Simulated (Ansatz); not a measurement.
Crystal: GdO.

```
Gd O
1.0
     2.80181    0.00000    0.00000
     0.00000    2.80181    0.00000
     0.00000    0.00000    2.80181
Gd O
1 1
Direct
  0.00000 0.00000 0.00000
  0.50000 0.50000 0.50000
```

The cell comes from a database or a generator and needn't be the stable form of this composition.

Base run:

```yaml
Program: Ansatz 0.2.0
Functional: r2SCAN
Potentials_or_basis: Ansatz PAW
Cutoff: "500 eV (not typed: the program's choice for these potentials)"
k_mesh: 9 × 9 × 9
Occupations: fermi-dirac, width 0.05 eV
Spin: collinear spin, ferromagnetic start
Starting_moments: "[7.0, 0.0] μB"
Hubbard_terms: Gd f U = 4 eV
```

Its results: band gap on the k mesh none (metal or under the smearing width); pressure 52.7 GPa; net moment 7.60 μB per cell; site moments Gd +7.18; O -0.01 μB.

**Question.** After a change of settings the same cell gave: band gap on the k mesh none (metal or under the smearing width); pressure 51.6 GPa; net moment 7.58 μB per cell; site moments Gd +7.16; O -0.00 μB. Which change was it?
A. hubbard terms from Gd f U = 4 eV to none; hubbard projectors from ortho-atomic (the default) to none
B. hubbard terms from Gd f U = 4 eV to Gd f U = 2 eV
C. hubbard terms from Gd f U = 4 eV to Gd f U = 1 eV

**Answer.** B.

Caveats: the magnetic or orbital state may not be the lowest; a pressure of tens of GPa on the cell as given is suspect, and the run, the potentials or the cell itself is likely at fault; spin-orbit coupling is left out, which moves the levels of the heavy elements; a cell with one magnetic atom can't hold antiferromagnetic order, which such compounds often take; the PAW data sets come from PBE, with cores solved anew for the run's functional, which leaves a small shift of forces and pressure; the density of states is complete only up to the lowest level of the last band computed.
